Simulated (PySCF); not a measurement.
# CH5BFN: the cost of one run

Programs: PySCF 2.14.0, with density-fitted response routines of our own. Each step states its level of theory. These are calculated values for one molecule in the gas phase, unless marked as measured. Atoms are numbered from 0 throughout.

### 1 The starting structure

9 atoms, charge 0, multiplicity 1; geometry from: GFN2-xTB. The atoms were then displaced at random by about 0.01 Å, so the start is not that level's minimum.

Bonds of the start (Å): C0–B1 1.56, B1–N2 1.38, B1–F3 1.35, C0–H4 1.08, C0–H5 1.12, C0–H6 1.10, N2–H7 1.04, N2–H8 0.98.

### 2 Relaxing the molecule at PBE0-D3(BJ)/def2-SVP

What the job is given:

```
{"job": {"xc": "PBE0", "basis": "def2-SVP", "d3": "d3bj", "grid": 1, "shake": 0.01, "kind": "geom"}, "charge": 0, "multiplicity": 1}
C     -1.162030     0.002750    -0.219360
B      0.226770     0.179080     0.472740
N      1.409320    -0.211650    -0.114680
F      0.353150     0.734650     1.693340
H     -1.307350    -0.956990    -0.691060
H     -1.310110     0.770760    -1.016430
H     -1.984110     0.171640     0.484170
H      2.329370    -0.084460     0.352810
H      1.502810    -0.622940    -0.995250
```

Started as:

```bash
$ OMP_NUM_THREADS=1 python probes_run.py task.json out
```

One launch serves the whole session: the jobs run in the order shown.

Q: Estimate the wall time and peak memory of this first job on 1 thread of Arm Neoverse N1, shared host.

About 39 s, with a peak of 0.34 GiB.
